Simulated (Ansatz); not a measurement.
# Ga3Sb2As: the cost of one run

Computed with Ansatz 0.2.0 (DFT PBE, scalar-relativistic, plane waves, PAW, unless a step names another level, unless a step's input says otherwise).

1 further run of the same task is left out (it didn't finish). Runs told in other sessions of the task aren't counted.

## (1) Starting point

The structure is trigonal, space group P3m1 (No. 156). Conventional cell: a = 4.291 Å, b = 4.291 Å, c = 10.502 Å, α = 90.00°, β = 90.00°, γ = 120.00°. Ga (site symmetry 3m) is surrounded by 1 As at 2.49 Å and 3 Sb at 2.65 Å. Ga (site symmetry 3m) has 4 Sb at 2.65 to 2.68 Å in its first shell of neighbours. Ga (site symmetry 3m) has 3 As at 2.59 Å and 1 Sb at 2.69 Å in its first shell of neighbours. Around Sb (site symmetry 3m) lie 4 Ga at 2.65 to 2.68 Å. Around Sb (site symmetry 3m) lie 4 Ga at 2.65 to 2.69 Å. Around As (site symmetry 3m) lie 4 Ga at 2.49 to 2.59 Å.

Structure file:

```cif
data_structure
_symmetry_space_group_name_H-M 'P 1'
_symmetry_Int_Tables_number 1
_cell_length_a 4.2906
_cell_length_b 4.2906
_cell_length_c 10.5021
_cell_angle_alpha 90.000
_cell_angle_beta 90.000
_cell_angle_gamma 120.000
_cell_volume 167.43
loop_
_atom_site_label
_atom_site_type_symbol
_atom_site_fract_x
_atom_site_fract_y
_atom_site_fract_z
_atom_site_occupancy
Ga1 Ga 0.00000 0.00000 0.98768 1
Ga2 Ga 0.66667 0.33333 0.33267 1
Ga3 Ga 0.33333 0.66667 0.67900 1
Sb1 Sb 0.66667 0.33333 0.07765 1
Sb2 Sb 0.33333 0.66667 0.42240 1
As1 As 0.00000 0.00000 0.75060 1
```

The cell was relaxed beforehand at this level, from a generated guess; it needn't be the stable form of this composition. At a tolerance of 0.05 Å it has space group P3m1 (No. 156); it has 27.91 Å³/atom, an uncorrected energy of -0.20 eV/atom over the elements.

## (2) Electronic structure at the relaxed geometry

Contents of input.yaml:

```yaml
crystal:
  lattice:
    - [4.2905747075, 2.89e-08, 0.0]
    - [-2.1452873787, 3.7157466791, 0.0]
    - [0.0, 0.0, 10.5020546]
  atoms:
    - { symbol: Ga, position: [0.0, 0.0, 0.987683] }
    - { symbol: Ga, position: [0.6666666667, 0.3333333333, 0.332672] }
    - { symbol: Ga, position: [0.3333333333, 0.6666666667, 0.678997] }
    - { symbol: Sb, position: [0.6666666667, 0.3333333333, 0.077645] }
    - { symbol: Sb, position: [0.3333333333, 0.6666666667, 0.422399] }
    - { symbol: As, position: [0.0, 0.0, 0.750603] }
basis:
  ecutwfc: 420
kpoints:
  mp_grid: { grid: [12, 12, 4] }
  band_path:
    path:
      - [[0.0, 0.0, 0.0], [0.5, 0.0, 0.0], [0.33333333, 0.33333333, 0.0], [0.0, 0.0, 0.0], [0.0, 0.0, 0.5], [0.5, 0.0, 0.5], [0.33333333, 0.33333333, 0.5], [0.0, 0.0, 0.5]]
      - [[0.5, 0.0, 0.5], [0.5, 0.0, 0.0]]
      - [[0.33333333, 0.33333333, 0.5], [0.33333333, 0.33333333, 0.0]]
    npoints: 14
hamiltonian:
  xc: pbe
scf:
  occupations: { method: gaussian, width: 0.1 }
  n_extra_bands: 15
output:
  forces: true
  stress: true
  eigenvalues: true
  populations: true
  dos: { projected: true, de: 0.02, nscf_kmesh: { grid: [15, 15, 5] } }
  bader: true
```

On the command line:

```console
ansatz run input.yaml --threads 4 --pin off --max-ram 8192MiB --backend cpu --events-out ev --progress --plain --runs-dir out
```

Q: Estimate wall time and peak memory on 4 threads of Arm Neoverse V1, shared host.

About 90 s, with a peak of 1.2 GiB.
